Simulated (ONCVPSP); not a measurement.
# Pseudopotential generation for Cu: ONCV, LDA (Perdew-Wang 92)

Do these settings give a usable potential? It is generated, then checked for transferability, scattering, ghosts and hardness.

Program: ONCVPSP 4.0.1.1 (patched build). Reference atom: LDA (Perdew-Wang 92), scalar-relativistic, spherical and spin-unpolarised. All values are calculated.

**1. The atom and the settings**

Typed settings, in words:

* element: copper (Cu, Z = 29)
* type: optimised norm-conserving Vanderbilt (ONCV)
* frozen core: [Ar]
* valence charge: 11
* reference configuration: 3d10 4s0.5 (charge +0.5)
* partial waves: 4s: rc 2.15 bohr, ncon 5, nbas 8, qcut 3.4 1/bohr, 2 projectors, debl 3.1 Ha; p scattering state at 0.04 Ha: rc 2.10 bohr, ncon 4, nbas 8, qcut 4.2 1/bohr, 2 projectors, debl 3.7 Ha; 3d: rc 1.35 bohr, ncon 3, nbas 7, qcut 12 1/bohr, local
* local potential: the d channel
* core correction: not asked for

An earlier all-electron run gives the scale for the radii.

All-electron outer shells of the reference configuration (LDA (PZ), scalar-relativistic, ld1.x):

```json
{"shell": "3p", "level (eV)": "-76.18", "outermost node (bohr)": "0.26", "outermost maximum (bohr)": "0.62"}
{"shell": "3d", "level (eV)": "-9.46", "outermost node (bohr)": "–", "outermost maximum (bohr)": "0.60"}
{"shell": "4s", "level (eV)": "-8.40", "outermost node (bohr)": "0.89", "outermost maximum (bohr)": "2.19"}
{"shell": "4p", "level (eV)": "-3.55", "outermost node (bohr)": "0.97", "outermost maximum (bohr)": "2.99"}
```

**2. Generating the potential**

Cu.dat

```
# ATOM AND REFERENCE CONFIGURATION
# atsym  z   nc   nv     iexc    psfile
  Cu 29.00    5    2  -001012      upf
#
#   n    l    f
    1    0    2.00
    2    0    2.00
    2    1    6.00
    3    0    2.00
    3    1    6.00
    3    2   10.00
    4    0    0.50
#
# PSEUDOPOTENTIAL AND OPTIMIZATION
# lmax
    2
#
#   l,   rc,      ep,       ncon, nbas, qcut
    0    2.15    0.00    5    8    3.40
    1    2.10    0.04    4    8    4.20
    2    1.35    0.00    3    7   12.00
#
# LOCAL POTENTIAL
# lloc, lpopt,  rc(5),   dvloc0
    2    5    1.35    0.00
#
# VANDERBILT-KLEINMAN-BYLANDER PROJECTORs
# l, nproj, debl
    0    2    3.10
    1    2    3.70
    2    0    1.00
#
# MODEL CORE CHARGE
# icmod, fcfact, rcfact
    0    0.00    0.00
#
# LOG DERIVATIVE ANALYSIS
# epsh1, epsh2, depsh
   -2.00    5.00    0.02
#
# OUTPUT GRID
# rlmax, drl
    6.00    0.01
#
# TEST CONFIGURATIONS
# ncnf
    4
# nvcnf
#   n    l    f
    2
    3    2   10.00
    4    0    1.00
#
    2
    3    2   10.00
    4    0    0.00
#
    2
    3    2    9.00
    4    0    0.00
#
    2
    3    2    7.00
    4    0    0.00
#
```

Launch:

```bash
oncvpsp.x < Cu.dat > Cu.out
```

Before running it: what results should come out? Wanted: cutoffs for 1 and 0.1 mHa per electron, occupied waves; bound ghosts; GHOST(+) flags; largest test error; largest phase difference near zero energy, channels read; projector energies reset by the program.

As calculated:

| quantity | value |
| --- | --- |
| cutoffs for 1 and 0.1 mHa per electron, occupied waves | 55 Ha and 62 Ha |
| bound ghosts | s at -144.40 eV |
| GHOST(+) flags | p at 52 eV |
| largest test error (AE − PS) | -1380 meV, for 3d7 4s0 |
| largest phase difference near zero energy, channels read | 0.027 rad |
| projector energies reset by the program | p: 0.050, 3.750 Ha |

A bound ghost (s) makes it unfit for use: electrons can fall into a state that the atom doesn't have. By total energies transferability is poor: the largest error is 1380 meV on 126.2 eV, for 3d7 4s0. That test lies far up in energy; among those under 40 eV, nearer to bonding, the largest error is 57 meV. By its cutoff, 55 Ha for the looser tolerance, it is hard. At the looser tolerance the 3d wave is the slowest; 4s needs 6 Ha. Near zero energy the phases of the channels with partial waves agree within 0.027 rad. The program also flags highly localised states, GHOST(+) (p). These are tests on the free atom; a crystal test is still owed.
